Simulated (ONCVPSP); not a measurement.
# Cobalt: generating and testing an ONCV potential

Aim: build the potential from the settings below, then test how well it stands in for the atom: other configurations, scattering, ghost states and the plane-wave cutoff that it needs.

Method: ONCVPSP 4.0.1.1 (patched build), PBE, scalar-relativistic.

## Step 1: Settings

The settings as typed:

- element: cobalt (Co, Z = 27)
- type: optimised norm-conserving Vanderbilt (ONCV)
- frozen core: [Ne]
- valence charge: 17
- reference configuration: 3s2 3p6 3d7 4s2
- partial waves: 3s+4s: rc 1.25 bohr, ncon 5, nbas 8, qcut 11.4 1/bohr, 2 projectors; 3p: rc 0.86 bohr, ncon 5, nbas 8, qcut 14.5 1/bohr, 1 projector; 3d: rc 1.60 bohr, ncon 4, nbas 9, qcut 10.8 1/bohr, 3 projectors, debl 3.2 Ha
- local potential: polynomial inside 0.86 bohr (lpopt 2, dvloc0 6 Ha)
- core correction: Teter function, fcfact 4.75, rcfact 1

An earlier all-electron run gives the scale for the radii.

All-electron outer shells of the reference configuration (PBE, scalar-relativistic, ld1.x):

```csv
shell,level (eV),outermost node (bohr),outermost maximum (bohr)
2p,-769.94,–,0.17
3s,-102.40,0.31,0.66
3p,-65.64,0.28,0.68
3d,-8.20,–,0.66
4s,-5.47,0.96,2.32
4p,-1.28,1.05,3.25
```

## Step 2: Generating the potential

Input file Co.dat:

```
# ATOM AND REFERENCE CONFIGURATION
# atsym  z   nc   nv     iexc    psfile
  Co 27.00    3    4        4      upf
#
#   n    l    f
    1    0    2.00
    2    0    2.00
    2    1    6.00
    3    0    2.00
    3    1    6.00
    3    2    7.00
    4    0    2.00
#
# PSEUDOPOTENTIAL AND OPTIMIZATION
# lmax
    2
#
#   l,   rc,      ep,       ncon, nbas, qcut
    0    1.25    0.00    5    8   11.40
    1    0.86    0.00    5    8   14.50
    2    1.60    0.00    4    9   10.80
#
# LOCAL POTENTIAL
# lloc, lpopt,  rc(5),   dvloc0
    4    2    0.86    6.00
#
# VANDERBILT-KLEINMAN-BYLANDER PROJECTORs
# l, nproj, debl
    0    2    3.60
    1    1    0.30
    2    3    3.20
#
# MODEL CORE CHARGE
# icmod, fcfact, rcfact
    3    4.75    1.00
#
# LOG DERIVATIVE ANALYSIS
# epsh1, epsh2, depsh
   -5.00    5.00    0.04
#
# OUTPUT GRID
# rlmax, drl
    6.00    0.01
#
# TEST CONFIGURATIONS
# ncnf
    4
# nvcnf
#   n    l    f
    4
    3    0    2.00
    3    1    6.00
    3    2    7.00
    4    0    1.00
#
    4
    3    0    2.00
    3    1    6.00
    3    2    7.00
    4    0    0.00
#
    4
    3    0    2.00
    3    1    6.00
    3    2    6.00
    4    0    0.00
#
    4
    3    0    2.00
    3    1    6.00
    3    2    8.00
    4    0    1.00
#
```

On the command line:

```console
$ oncvpsp.x < Co.dat > Co.out
```

What does the calculation give? Wanted: cutoffs for 1 and 0.1 mHa per electron, occupied waves; bound ghosts; GHOST(+) flags; largest test error; largest phase difference near zero energy, channels read; rms error of d²Exc/dn², without and with the model core.

**Answer**, as computed:

| quantity | value |
| --- | --- |
| cutoffs for 1 and 0.1 mHa per electron, occupied waves | 80 Ha and 98 Ha |
| bound ghosts | none found |
| GHOST(+) flags | none at low energy |
| largest test error (AE − PS) | +25 meV, for 3s2 3p6 3d8 4s1 |
| largest phase difference near zero energy, channels read | 0.001 rad |
| rms error of d²Exc/dn², without and with the model core | 1.28 and 0.88 mHa |

What this shows: The worst unpolarised test, 3s2 3p6 3d8 4s1, is off by 25 meV on 1.2 eV; by total energies transferability rates as fair. The potential is very hard: the looser tolerance needs 80 Ha. At the looser tolerance the 3p wave is the slowest; 3s needs 47 Ha. It is free of bound ghosts as far as tested. Near zero energy the phases of the channels with partial waves agree within 0.001 rad.
